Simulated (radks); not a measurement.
# The Coulomb parameter U of the 3d shell of Ti

An exercise on one series of results from a longer session: the logs are not shown, and one member is left open.

Method: Dirac Kohn-Sham, BLYP, spin-unpolarised, spherical densities, finite nucleus; open shells are shared between the two j in proportion to 2j + 1. Code: radks (a radial shooting solver on a logarithmic mesh, Libxc functionals) version 1.

### Starting point

| Item | Value |
| --- | --- |
| element | titanium (Z = 22) |
| charge | 0 |
| electrons | 22 |
| configuration | [Ar] 3d3 4s1 |
| nuclear rms radius | 3.5921 fm |

The outer shells:

Ti
```
[Ar] core
3d [↑ ][↑ ][↑ ][  ][  ]
4s [↑ ]
```

The first run:

Settings of this run:

```text
Z 22
configuration [Ar] 3d3 4s1
relativity Dirac
functional b88,lyp
spin unpolarised
j_filling average
nucleus finite rms 3.5921 fm
c 137.035999084
```

Steps of the session up to this table: Start: [Ar] 3d3 4s1.

One table of the session follows, with a row left open; its other results are not shown here.

It belongs to the step «Start: [Ar] 3d3 4s1». Sizes of the orbitals, from the radial functions (bohr):

```
level     <r>  outermost maximum (interpolated)  90 % within  nodes
2p1/2  0.2880                             0.218        0.474      0
2p3/2       ?                                 ?            ?      ?
3s1/2   1.013                             0.870         1.52      2
3p1/2   1.093                             0.899         1.69      1
3p3/2   1.102                             0.906         1.71      1
4s1/2   3.729                              3.02         5.70      3
3d3/2   1.948                              1.01         3.68      0
3d5/2   1.962                              1.01         3.71      0
```

Q: Estimate the row for 2p3/2 from the others.

The run gave: <r>: 0.2907; outermost maximum (interpolated): 0.220; 90 % within: 0.478; nodes: 0. In the column «<r>» it lies between 2p1/2 (0.2880) and 3s1/2 (1.013).
